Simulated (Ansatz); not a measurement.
# Te3Pb2: the cost of one run

Method: DFT PBE, scalar-relativistic, plane waves, PAW, in Ansatz 0.2.0.

### Step 1. The system as given

The structure is trigonal, space group R-3m (No. 166). Conventional cell: a = 7.734 Å, b = 7.734 Å, c = 15.470 Å, α = 90.00°, β = 90.00°, γ = 120.00°. Te (site symmetry 2/m) has 2 Pb at 2.71 Å in its first shell of neighbours. Pb (site symmetry 3m) has 1 Pb at 2.07 Å and 3 Te at 2.71 Å in its first shell of neighbours.

Structure file:

```xyz
5
Lattice="3.8669 2.2326 5.1565 -3.8669 2.2326 5.1565 0.0000 -4.4651 5.1565" Properties=species:S:1:pos:R:3 pbc="T T T"
Te    0.0000   -2.2326    2.5783
Te    1.9335    1.1163    2.5783
Te   -1.9335    1.1163    2.5783
Pb    0.0000    0.0000    1.0355
Pb    0.0000    0.0000   14.4341
```

Recipe of the guess: random cell by space group and Wyckoff sites (R-3m, No. 166). Its size is a rough estimate.

### Step 2. Probe: one point on a coarse mesh

input.yaml

```yaml
crystal:
  lattice:
    - [3.86692265, 2.23256884, 5.15651198]
    - [-3.86692265, 2.23256884, 5.15651198]
    - [0.0, -4.46513767, 5.15651198]
  atoms:
    - { symbol: Te, position: [0.0, 0.0, 0.5] }
    - { symbol: Te, position: [0.5, 0.0, 0.0] }
    - { symbol: Te, position: [0.0, 0.5, 0.0] }
    - { symbol: Pb, position: [0.06693481, 0.06693481, 0.06693481] }
    - { symbol: Pb, position: [0.93306519, 0.93306519, 0.93306519] }
basis:
  ecutwfc: 420
kpoints:
  mp_grid: { grid: [3, 3, 3] }
hamiltonian:
  xc: pbe
scf:
  occupations: { method: gaussian, width: 0.1 }
  lower_state_search: "off"
output:
  forces: true
  stress: true
  eigenvalues: true
```

The run is started by

```sh
$ ansatz run input.yaml --threads 1 --pin off --max-ram 2560MiB --backend cpu --events-out ev --progress --plain --runs-dir out
```

What time and memory should one allow on 1 thread of Intel Xeon 6975P-C (Granite Rapids), shared host?

About 2.7 s, with a peak of 0.55 GiB.
